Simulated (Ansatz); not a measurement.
Zr3S2 in Ansatz: convergence with ecutrho ratio

Crystal: Zr3S2.

```
Zr S
1.0
     2.90254    1.67578    3.48777
    -2.90254    1.67578    3.48777
     0.00000   -3.35156    3.48777
Zr S
3 2
Direct
  0.83873 0.50000 0.16127
  0.50000 0.16127 0.83873
  0.16127 0.83873 0.50000
  0.66502 0.66502 0.66502
  0.33498 0.33498 0.33498
```

The cell comes from a database or a generator and needn't be the stable form of this composition.

| Item | Value |
| --- | --- |
| Program | Ansatz 0.2.0 |
| Task | convergence study |
| Functional | PBE |
| Potentials or basis | Ansatz PAW |
| Cutoff | 420 eV |
| Density cutoff | 1680 eV |
| k mesh | 5 × 5 × 5 |
| Occupations | methfessel-paxton, width 0.1 eV |
| Spin | no spin polarisation |
| Hubbard terms | Zr d U = 5.3 eV |

These are the settings of the first run; the series varies ecutrho ratio, with any setting tied to it.

Hardware: 2 threads of Arm Neoverse V1, with other jobs on the host.

```csv
ecutrho ratio,"energy less the tightest run, at zero smearing (meV/atom)",SCF cycles,CPU time (s),peak memory (GiB)
4,0.00,14,12,0.38
5,0.00,14,12,0.39
6,0.00,14,12,0.39
8,0.00,14,13,0.43
10,0.00,14,13,0.48
12,0.00,14,14,0.53
```

Against the tightest run, the energy stays within 1 meV/atom from 4 on. The tightest run that finished is the yardstick and may itself not be fully converged.

Caveat, for the tightest run too: U without spin polarisation on a metal has little footing.
